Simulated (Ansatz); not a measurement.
**InBr₂ radical: up Jacob's ladder to CCSD(T)**

The task here is to estimate one member of a computed series from the others.

The runs use Ansatz 0.2.0, Gaussian basis; functionals in def2-TZVPP, the program's frozen cores in correlated methods.

The runs, in order: LDA (SPW92), PBE-D4, revPBE-D4, BLYP-D4, r2SCAN-D4, B97M-V, PBE0-D4, B3LYP-D4, r2SCANh-D4, r2SCAN0-D4, HSE06-D4, BHLYP-D4, CAM-B3LYP-D4, LC-ωPBE, ωB97X-V, ωB97M-V, B2PLYP, PBE-QIDH; CCSD(T)/def2-SVP; CCSD(T)/def2-TZVPP; MP2/def2-QZVPP; extrapolation to the limit; RPA on PBE.

### The relaxed structure

All runs share one geometry, relaxed beforehand with PBE0-D4 in a triple-zeta def2 set. In takes the def2 core potential; no spin-orbit term is included.

SMILES `[Br][In][Br]`, 3 atoms, charge 0, spin multiplicity 2.

Atoms are counted from 1 here; the program's logs count them from 0.

Bond lengths: Br1–In2 2.504 Å, In2–Br3 2.504 Å. Angles: Br1–In2–Br3 120.7°.

The first run:

The input, in.yaml:

```yaml
crystal:
  periodic: [false, false, false]
  atoms:
    - {symbol: Br, position_ang: [0.282838, 2.140927, 0.378741]}
    - {symbol: In, position_ang: [-0.729576, -0.013397, -0.398431]}
    - {symbol: Br, position_ang: [0.435738, -2.192429, 0.006490]}
basis:
  gaussian: {orbitals: def2-TZVPP}
magnetization: {spin_polarized: true, initial_magnetization: 1}
hamiltonian: {xc: lda}
output: {orbitals: {seedname: orbitals}}
```

Launch:

```
> ansatz run in.yaml --threads 4 --pin off --events-out ev --progress --plain --max-ram 10444MiB
```

Among the steps run: LDA; PBE-D4 (GGA); revPBE-D4 (GGA); BLYP-D4 (GGA); r2SCAN-D4 (meta-GGA); B97M-V (meta-GGA); B3LYP-D4 (hybrid); r2SCANh-D4 (hybrid); r2SCAN0-D4 (hybrid); HSE06-D4 (hybrid); BHLYP-D4 (hybrid); CAM-B3LYP-D4 (range-separated); LC-ωPBE (range-separated); ωB97X-V (range-separated); ωB97M-V (range-separated); B2PLYP (double hybrid); PBE-QIDH (double hybrid).

One table of the session follows, with a row left open; its other results are not shown here.

It belongs to the step «Frontier levels by functional». 

| functional | HOMO (eV) | LUMO (eV) | gap (eV) |
| --- | --- | --- | --- |
| LDA (SPW92) | -6.08 | -5.55 | 0.53 |
| PBE-D4 | -5.90 | -5.19 | 0.71 |
| revPBE-D4 | -5.85 | -5.06 | 0.79 |
| BLYP-D4 | -5.74 | -5.18 | 0.56 |
| r2SCAN-D4 | -6.27 | -4.98 | 1.29 |
| B97M-V | -5.96 | -5.22 | 0.75 |
| PBE0-D4 | -6.89 | -4.42 | 2.47 |
| B3LYP-D4 | ? | ? | ? |
| r2SCANh-D4 | -6.64 | -4.70 | 1.94 |
| r2SCAN0-D4 | -7.18 | -4.26 | 2.92 |
| HSE06-D4 | -6.51 | -4.79 | 1.72 |
| BHLYP-D4 | -7.72 | -3.70 | 4.02 |
| CAM-B3LYP-D4 | -8.05 | -3.62 | 4.43 |
| LC-ωPBE | -9.29 | -2.30 | 6.99 |
| ωB97X-V | -8.88 | -2.63 | 6.24 |
| ωB97M-V | -8.84 | -2.80 | 6.04 |

**Question.** Estimate the row for B3LYP-D4.

Worked estimate for «HOMO (eV)». Against the share of exact exchange, BLYP-D4 (0, -5.74), BHLYP-D4 (0.5, -7.72) give a slope of -3.96 per unit share; at 0.2 the line stands at -6.53.

As computed: HOMO (eV): -6.69; LUMO (eV): -4.77; gap (eV): 1.92. In «HOMO (eV)» the line misses by +0.16.
